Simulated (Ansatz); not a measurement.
# K+ with AsH₃: superposition error and deformation

An exercise on one series of results from a longer session: the logs are not shown, and one member is left open.

Computed with Ansatz 0.2.0, Gaussian basis. Level: PBE0-D4 structures, single points in def2-TZVPPD.

Levels: PBE-D4, revPBE-D4, BLYP-D4, r2SCAN-D4, B97M-V, PBE0-D4, B3LYP-D4, HSE06-D4, wB97X-V, wB97M-V, B2PLYP, Hartree-Fock, MP2, CCSD, CCSD(T).

Correlated methods freeze the cores. Filled d shells of the heavier atoms are correlated. The outer core shell of Li, Na, Mg and K is correlated. B3LYP uses VWN-RPA correlation. B2PLYP carries no dispersion term here.

130 further runs of the same task are left out: 1 that didn't finish, 129 set aside as unsound or not needed.

### The starting structure

The relaxed pair: 5 atoms, charge 1, spin multiplicity 1.

Atoms are counted from 1 here; the program's logs count them from 0.

Bond lengths: K1–As2 3.430 Å, As2–H3 1.509 Å, As2–H4 1.509 Å, As2–H5 1.509 Å. Angles: K1–As2–H3 121.1°, K1–As2–H4 121.1°, K1–As2–H5 121.1°, H3–As2–H4 95.7°, H3–As2–H5 95.7°, H4–As2–H5 95.7°.

Geometry (Å):

```xyz
5
charge 1, multiplicity 1
K     0.06830    0.03227   -3.21086
As   -0.00444   -0.00254    0.21829
H     1.21655   -0.38140    1.02071
H    -0.31874    1.24787    1.00311
H    -0.96156   -0.89630    0.96885
```

Atoms 1 to 1 are fragment A (K+), the rest fragment B (AsH₃). From earlier runs, pair energy (eV) and counterpoise interaction (kJ/mol):

| method | E(pair) | interaction |
| --- | --- | --- |
| PBE-D4 | -77194.97795 | -45.54 |
| revPBE-D4 | -77202.85761 | -41.83 |
| BLYP-D4 | -77211.40700 | -41.98 |
| r2SCAN-D4 | -77209.05640 | -42.15 |
| B97M-V | -77194.96711 | -41.61 |
| PBE0-D4 | -77198.21628 | -45.66 |
| B3LYP-D4 | -77212.03285 | -43.45 |
| HSE06-D4 | -77198.02197 | -45.76 |
| wB97X-V | -77202.49897 | -44.72 |
| wB97M-V | -77205.83045 | -42.77 |
| B2PLYP | -77196.02087 | -40.74 |
| Hartree-Fock | -77142.99745 | -38.01 |
| MP2 | -77154.99278 | -41.40 |
| CCSD(T) | -77156.08565 | -40.30 |

First each fragment is run alone in its own basis, frozen in the shape it has in the pair (a, b).

Set-up of the first run:

File a/in.yaml:

```yaml
crystal:
  periodic: [false, false, false]
  atoms:
    - {symbol: K, position_ang: [0.068302, 0.032271, -3.210862]}
basis:
  gaussian: {orbitals: "def2-TZVPPD.json"}
total_charge: 1
hamiltonian: {xc: {name: wB97X-V}}
```

File b/in.yaml:

```yaml
crystal:
  periodic: [false, false, false]
  atoms:
    - {symbol: As, position_ang: [-0.004441, -0.002541, 0.218290]}
    - {symbol: H, position_ang: [1.216546, -0.381400, 1.020707]}
    - {symbol: H, position_ang: [-0.318743, 1.247870, 1.003115]}
    - {symbol: H, position_ang: [-0.961564, -0.896300, 0.968848]}
basis:
  gaussian: {orbitals: "def2-TZVPPD.json"}
hamiltonian: {xc: {name: wB97X-V}}
```

The basis file named in the input lies beside it (Basis Set Exchange, JSON).

The same command starts each run, in its folder.

The run is started by

```sh
$ ansatz run in.yaml --threads 2 --pin off --events-out ev --progress --plain --max-ram 5222MiB
```

Steps of the session up to this table: wB97X-V/def2-TZVPPD; wB97M-V/def2-TZVPPD; B2PLYP/def2-TZVPPD; B97M-V/def2-TZVPPD; CCSD(T)/def2-TZVPPD; Relaxing AsH₃ alone; PBE-D4/def2-TZVPPD; r2SCAN-D4/def2-TZVPPD; PBE0-D4/def2-TZVPPD; B3LYP-D4/def2-TZVPPD; BLYP-D4/def2-TZVPPD; revPBE-D4/def2-TZVPPD; HSE06-D4/def2-TZVPPD.

One of the session's tables, all rows but one given; the rest of the session is left out.

```
      method  interaction with counterpoise (kJ/mol)
      PBE-D4                                  -45.54
   revPBE-D4                                  -41.83
     BLYP-D4                                  -41.98
   r2SCAN-D4                                  -42.15
      B97M-V                                  -41.61
     PBE0-D4                                  -45.66
    B3LYP-D4                                  -43.45
    HSE06-D4                                  -45.76
     wB97X-V                                  -44.72
     wB97M-V                                  -42.77
      B2PLYP                                  -40.74
Hartree-Fock                                  -38.01
         MP2                                  -41.40
        CCSD                                       ?
     CCSD(T)                                  -40.30
```

Estimate the missing values for CCSD.

**Answer.** interaction with counterpoise (kJ/mol): -40.05. In the column «interaction with counterpoise (kJ/mol)» it lies between CCSD(T) (-40.30) and Hartree-Fock (-38.01).
